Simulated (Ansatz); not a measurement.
# TiAl6Ni5: the cost of one run

Method: DFT PBE, scalar-relativistic, plane waves, PAW, in Ansatz 0.2.0.

## 1. Starting point

It takes space group P4/mmm (No. 123, tetragonal). The conventional cell has a = 2.977 Å, b = 2.977 Å, c = 17.859 Å, α = 90.00°, β = 90.00°, γ = 90.00°. Around Ti (site symmetry 4/mmm) lie 8 Al at 2.58 Å. Around Al (site symmetry 4mm) lie 8 Ni at 2.58 Å. Al (site symmetry 4mm) has 4 Ti at 2.58 Å and 4 Ni at 2.58 Å in its first shell of neighbours. Ni (site symmetry 4mm) has 8 Al at 2.58 Å in its first shell of neighbours. Around Ni (site symmetry 4/mmm) lie 8 Al at 2.58 Å.

As a file:

```
Ti Al Ni
1.0
     2.97653    0.00000    0.00000
     0.00000    2.97653    0.00000
     0.00000    0.00000   17.85917
Ti Al Ni
1 6 5
Direct
  0.50000 0.50000 0.00000
  0.00000 0.00000 0.75000
  0.00000 0.00000 0.58333
  0.00000 0.00000 0.41667
  0.00000 0.00000 0.25000
  0.00000 0.00000 0.08333
  0.00000 0.00000 0.91667
  0.50000 0.50000 0.66667
  0.50000 0.50000 0.50000
  0.50000 0.50000 0.33333
  0.50000 0.50000 0.16667
  0.50000 0.50000 0.83333
```

The start is an ordering of an alloy on its end members' structure types: elements ordered on the sites of the AlNi type, Ti/Ni on Ni (P4/mmm, No. 123).

## 2. The guess as it stands, on a coarse mesh

The input, input.yaml:

```yaml
crystal:
  lattice:
    - [2.976529, 0.0, 0.0]
    - [0.0, 2.976529, 0.0]
    - [0.0, 0.0, 17.859174]
  atoms:
    - { symbol: Ti, position: [0.5, 0.5, 0.0] }
    - { symbol: Al, position: [0.0, 0.0, 0.75] }
    - { symbol: Al, position: [0.0, 0.0, 0.58333333] }
    - { symbol: Al, position: [0.0, 0.0, 0.41666667] }
    - { symbol: Al, position: [0.0, 0.0, 0.25] }
    - { symbol: Al, position: [0.0, 0.0, 0.08333333] }
    - { symbol: Al, position: [0.0, 0.0, 0.91666667] }
    - { symbol: Ni, position: [0.5, 0.5, 0.66666667], spin: 2.0 }
    - { symbol: Ni, position: [0.5, 0.5, 0.5], spin: 2.0 }
    - { symbol: Ni, position: [0.5, 0.5, 0.33333333], spin: 2.0 }
    - { symbol: Ni, position: [0.5, 0.5, 0.16666667], spin: 2.0 }
    - { symbol: Ni, position: [0.5, 0.5, 0.83333333], spin: 2.0 }
basis:
  ecutwfc: 420
kpoints:
  mp_grid: { grid: [6, 6, 1] }
hamiltonian:
  xc: pbe
scf:
  occupations: { method: gaussian, width: 0.1 }
  lower_state_search: "off"
output:
  forces: true
  stress: true
  eigenvalues: true
  populations: true
magnetization:
  spin_polarized: true
```

Launch:

```console
ansatz run input.yaml --threads 4 --pin off --max-ram 8192MiB --backend cpu --events-out ev --progress --plain --runs-dir out
```

Q: Estimate wall time and peak memory on 4 threads of Arm Neoverse V1, shared host.

About 9.2 s, with a peak of 0.7 GiB.
